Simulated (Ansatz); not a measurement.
# C₂H₅GaS: basis-set convergence

How large a basis does C₂H₅GaS need? Two functionals are run in growing sets.

Program: Ansatz 0.2.0, Gaussian basis. Level of theory: one geometry, several basis sets. These are calculated values, not measurements.

Levels to be run: PBE0-D4/def2-SVP; ωB97M-V/def2-SVP; PBE0-D4/def2-QZVPP; ωB97M-V/def2-QZVPP; the functionals' def2-TZVPP values are taken from earlier runs.

## Step 1: The relaxed structure

The geometry comes from an earlier relaxation with PBE0-D4 in a triple-zeta def2 set; it is a stationary point, not always the lowest conformer.

SMILES `C[CH]1[S][GaH]1`, 9 atoms, charge 0, spin multiplicity 1.

Atoms are counted from 1 here; the program's logs count them from 0.

Bond lengths: C1–C2 1.505 Å, C1–H5 1.094 Å, C1–H6 1.092 Å, C1–H7 1.096 Å, C2–S3 1.891 Å, C2–Ga4 1.940 Å, C2–H8 1.088 Å, S3–Ga4 2.169 Å, Ga4–H9 1.533 Å. Angles: C2–C1–H5 110.5°, C2–C1–H6 112.1°, C2–C1–H7 110.8°, H5–C1–H6 108.1°, H5–C1–H7 107.9°, H6–C1–H7 107.3°, C1–C2–S3 115.4°, C1–C2–Ga4 124.6°, C1–C2–H8 113.0°, S3–C2–Ga4 69.0°, S3–C2–H8 109.8°, Ga4–C2–H8 116.3°, C2–S3–Ga4 56.6°, C2–Ga4–S3 54.5°, C2–Ga4–H9 164.3°, S3–Ga4–H9 141.2°.

Geometry (Å):

```xyz
9
charge 0, multiplicity 1
C     0.39273    0.60716   -1.01377
C     0.06799   -0.54157   -0.09800
S     1.16772   -0.69380    1.43277
Ga   -0.97813   -0.39082    1.52883
H    -0.35255    0.68359   -1.81146
H     0.42082    1.56059   -0.48222
H     1.37318    0.46640   -1.48234
H     0.02089   -1.49761   -0.61495
H    -2.11265   -0.19393    2.54114
```

## Step 2: PBE0-D4 in def2-SVP

in.yaml reads:

```yaml
crystal:
  periodic: [false, false, false]
  atoms:
    - {symbol: C, position_ang: [0.392734, 0.607160, -1.013766]}
    - {symbol: C, position_ang: [0.067990, -0.541573, -0.098005]}
    - {symbol: S, position_ang: [1.167716, -0.693801, 1.432770]}
    - {symbol: Ga, position_ang: [-0.978128, -0.390816, 1.528834]}
    - {symbol: H, position_ang: [-0.352554, 0.683589, -1.811457]}
    - {symbol: H, position_ang: [0.420824, 1.560590, -0.482216]}
    - {symbol: H, position_ang: [1.373176, 0.466402, -1.482341]}
    - {symbol: H, position_ang: [0.020894, -1.497608, -0.614949]}
    - {symbol: H, position_ang: [-2.112652, -0.193933, 2.541140]}
basis:
  gaussian: {orbitals: def2-SVP}
hamiltonian: {xc: pbe0, dispersion: d4}
output: {orbitals: {seedname: orbitals}}
```

Run with:

```bash
ansatz run in.yaml --threads 2 --pin off --events-out ev --progress --plain --max-ram 4352MiB
```

The runs that follow: ωB97M-V in def2-SVP; PBE0-D4 in def2-QZVPP; ωB97M-V in def2-QZVPP.

Q: Predict the results of all the runs planned. Wanted: PBE0-D4: double and triple zeta above quadruple; ωB97M-V: double and triple zeta above quadruple.

As calculated:

```
                                       quantity           value
PBE0-D4: double and triple zeta above quadruple  14.45, 1.62 eV
ωB97M-V: double and triple zeta above quadruple  14.47, 1.57 eV
```

What this shows: For PBE0-D4 the step from double to triple zeta gains 12.83 eV and the next only 1.62 eV. Total energies overstate the basis error of differences, where much of it tends to cancel.
